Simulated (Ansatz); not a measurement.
# CH8FNSi2: up Jacob's ladder to CCSD(T)

How much do the methods differ for CH8FNSi2? The plan is to run it at one geometry with functionals of several rungs and with coupled cluster, and see how far each lands from CCSD(T) at the basis-set limit for the atomisation energy.

Method: functionals in def2-TZVPP, the program's frozen cores in correlated methods; program: Ansatz 0.2.0, Gaussian basis.

The runs, in order: PBE-D4, r2SCAN-D4, PBE0-D4, B3LYP-D4, ωB97X-V, ωB97M-V, B2PLYP; CCSD(T)/def2-TZVPP; MP2/def2-QZVPP; extrapolation to the limit.

### 1 Structure used throughout

All runs share one geometry, relaxed beforehand with PBE0-D4 in a triple-zeta def2 set.

SMILES `CN([SiH3])[SiH2]F`, 13 atoms, charge 0, spin multiplicity 1.

Atoms are counted from 1 here; the program's logs count them from 0.

Bond lengths: C1–N2 1.464 Å, C1–H6 1.093 Å, C1–H7 1.095 Å, C1–H8 1.095 Å, N2–Si3 1.734 Å, N2–Si4 1.705 Å, Si3–H9 1.489 Å, Si3–H10 1.489 Å, Si3–H11 1.483 Å, Si4–F5 1.603 Å, Si4–H12 1.478 Å, Si4–H13 1.482 Å. Angles: N2–C1–H6 110.7°, N2–C1–H7 112.0°, N2–C1–H8 110.8°, H6–C1–H7 107.8°, H6–C1–H8 107.3°, H7–C1–H8 108.1°, C1–N2–Si3 115.9°, C1–N2–Si4 119.0°, Si3–N2–Si4 124.7°, N2–Si3–H9 109.6°, N2–Si3–H10 111.2°, N2–Si3–H11 108.3°, H9–Si3–H10 107.4°, H9–Si3–H11 110.5°, H10–Si3–H11 109.8°, N2–Si4–F5 112.7°, N2–Si4–H12 109.1°, N2–Si4–H13 109.0° and more.

Geometry (Å):

```mol
CH8FNSi2
  3D, bonds by distance, orders not assigned

 13 12  0  0  0  0  0  0  0  0999 V2000
   -1.0652    0.2048    1.0657 C   0  0
   -0.0943   -0.0351   -0.0040 N   0  0
    1.2069   -1.1140    0.3823 Si  0  0
   -0.2106    0.8702   -1.4441 Si  0  0
    0.3552    2.3618   -1.2851 F   0  0
   -1.9558    0.7032    0.6740 H   0  0
   -0.6516    0.8335    1.8609 H   0  0
   -1.3908   -0.7396    1.5136 H   0  0
    0.6564   -2.4442    0.7615 H   0  0
    1.9966   -0.6112    1.5403 H   0  0
    2.0821   -1.2338   -0.8084 H   0  0
    0.5970    0.2137   -2.4935 H   0  0
   -1.6406    1.0296   -1.7982 H   0  0
  1  2  8  0
  2  3  8  0
  2  4  8  0
  4  5  8  0
  1  6  8  0
  1  7  8  0
  1  8  8  0
  3  9  8  0
  3 10  8  0
  3 11  8  0
  4 12  8  0
  4 13  8  0
M  END
```

### 2 PBE-D4 (GGA)

in.yaml

```yaml
crystal:
  periodic: [false, false, false]
  atoms:
    - {symbol: C, position_ang: [-1.065187, 0.204760, 1.065695]}
    - {symbol: N, position_ang: [-0.094321, -0.035133, -0.004006]}
    - {symbol: Si, position_ang: [1.206886, -1.114011, 0.382287]}
    - {symbol: Si, position_ang: [-0.210640, 0.870187, -1.444068]}
    - {symbol: F, position_ang: [0.355210, 2.361760, -1.285087]}
    - {symbol: H, position_ang: [-1.955750, 0.703162, 0.673994]}
    - {symbol: H, position_ang: [-0.651584, 0.833518, 1.860902]}
    - {symbol: H, position_ang: [-1.390796, -0.739644, 1.513599]}
    - {symbol: H, position_ang: [0.656354, -2.444162, 0.761484]}
    - {symbol: H, position_ang: [1.996607, -0.611238, 1.540345]}
    - {symbol: H, position_ang: [2.082143, -1.233840, -0.808377]}
    - {symbol: H, position_ang: [0.596965, 0.213697, -2.493463]}
    - {symbol: H, position_ang: [-1.640586, 1.029643, -1.798204]}
basis:
  gaussian: {orbitals: def2-TZVPP}
hamiltonian: {xc: pbe, dispersion: d4}
output: {forces: true, orbitals: {seedname: orbitals}}
```

Started as:

```
$ ansatz run in.yaml --threads 4 --pin off --events-out ev --progress --plain --max-ram 10444MiB
```

The runs that follow: r2SCAN-D4 (meta-GGA); PBE0-D4 (hybrid); B3LYP-D4 (hybrid); ωB97X-V (range-separated); ωB97M-V (range-separated); B2PLYP (double hybrid); CCSD(T) in def2-TZVPP; MP2 in def2-QZVPP.

**Question.** What will the summary of the whole plan be? Wanted: atomisation energy, CCSD(T)/CBS; farthest; mean size of error, hybrid; mean size of error, range-separated; gap, smallest and largest; T1 diagnostic; triples share of the correlation energy.

**Answer**, as computed:

| quantity | value |
| --- | --- |
| atomisation energy, CCSD(T)/CBS | 1092.3 kcal/mol |
| functionals within 5.5 kcal/mol (0.5 %) | PBE-D4, B3LYP-D4, ωB97X-V, ωB97M-V |
| farthest | B2PLYP (-14.8 kcal/mol) |
| mean size of error, hybrid | 7.7 kcal/mol |
| mean size of error, range-separated | 2.1 kcal/mol |
| gap, smallest and largest | 5.62 eV (PBE-D4), 12.19 eV (ωB97X-V) |
| T1 diagnostic | 0.0113 |
| triples share of the correlation energy | 3.3 % |

PBE-D4 misses by -1.5 kcal/mol. Double hybrids carry the basis error of their MP2 part in triple zeta, and no dispersion term here, so their miss is partly the set-up's. Misses under about 5.5 kcal/mol are within the doubt on the reference itself, which lacks core-valence correlation, relativity and higher excitations. Hartree-Fock recovers 74 % of the binding; the rest is correlation. The gap grows from 5.6 to 12.2 eV across the functionals, mostly with the share of exact exchange.
